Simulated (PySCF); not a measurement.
# F3H3LaN (La(F)3(NH3)): the cost of one run

Computed with PySCF 2.14.0. Level: PBE0, La def2-SVP with ECP46, F def2-SVP, N def2-SVP, H def2-SVP; scalar-relativistic core potentials, no spin–orbit coupling.

1 further run of the same task is left out (for a known fault of the program).

### 1 The starting structure

8 atoms, charge 0, spin multiplicity 1.

Bond lengths: La1–F2 2.162 Å, La1–F3 2.162 Å, La1–F4 2.162 Å, La1–N5 2.725 Å, N5–H6 1.022 Å, N5–H7 1.022 Å, N5–H8 1.022 Å. Angles: F2–La1–F3 117.0°, F2–La1–F4 117.0°, F2–La1–N5 100.1°, F3–La1–F4 117.0°, F3–La1–N5 100.1°, F4–La1–N5 100.1°, La1–N5–H6 112.9°, La1–N5–H7 112.9°, La1–N5–H8 112.9°, H6–N5–H7 105.8°, H6–N5–H8 105.8°, H7–N5–H8 105.8°.

Geometry (Å):

```xyz
8
F3H3LaN
La    0.1175   -0.1175    0.1175
F     1.2052    1.4012    1.2052
F    -1.4012   -1.2052    1.2052
F     1.2052   -1.2052   -1.4012
N    -1.4556    1.4556   -1.4556
H    -2.0697    2.0697   -0.9169
H    -0.9169    2.0697   -2.0697
H    -2.0697    0.9169   -2.0697
```

Formal oxidation states: La +3. An earlier session relaxed this geometry at PBE0, La def2-SVP with ECP46, F def2-SVP, N def2-SVP, H def2-SVP (singlet, point group C3v).

Its energy there is -387.324042 Eh.

### 2 One electron removed, multiplicity 2

run.py (the lines that set the calculation)

```python
mol = gto.M(atom='''
La     0.11750    -0.11750     0.11750
F      1.20524     1.40116     1.20524
F     -1.40116    -1.20524     1.20524
F      1.20524    -1.20524    -1.40116
N     -1.45560     1.45560    -1.45560
H     -2.06972     2.06972    -0.91692
H     -0.91692     2.06972    -2.06972
H     -2.06972     0.91692    -2.06972''',
    basis={'La': 'def2-SVP', 'F': 'def2-SVP', 'N': 'def2-SVP', 'H': 'def2-SVP'},
    ecp={'La': 'def2-SVP'},
    charge=1, spin=1)
mf = dft.UKS(mol, xc='PBE0')
mf.grids.atom_grid = (50, 194)  # f atoms: unpruned, at least (60, 302)
mf = mf.density_fit()  # fitting sets: La def2-universal-JKFIT, F def2-universal-JKFIT, N def2-universal-JKFIT, H def2-universal-JKFIT
mf.conv_tol = 1e-08; mf.max_cycle = 55
mf.kernel(dm0)  # dm0: the density of the relaxed state
```

Launch:

```console
> OMP_NUM_THREADS=2 python run.py
```

**Question.** How long does this run take on 2 threads of Intel Xeon Platinum 8375C at 2.90GHz (Ice Lake), shared host?

About 4.4 s.
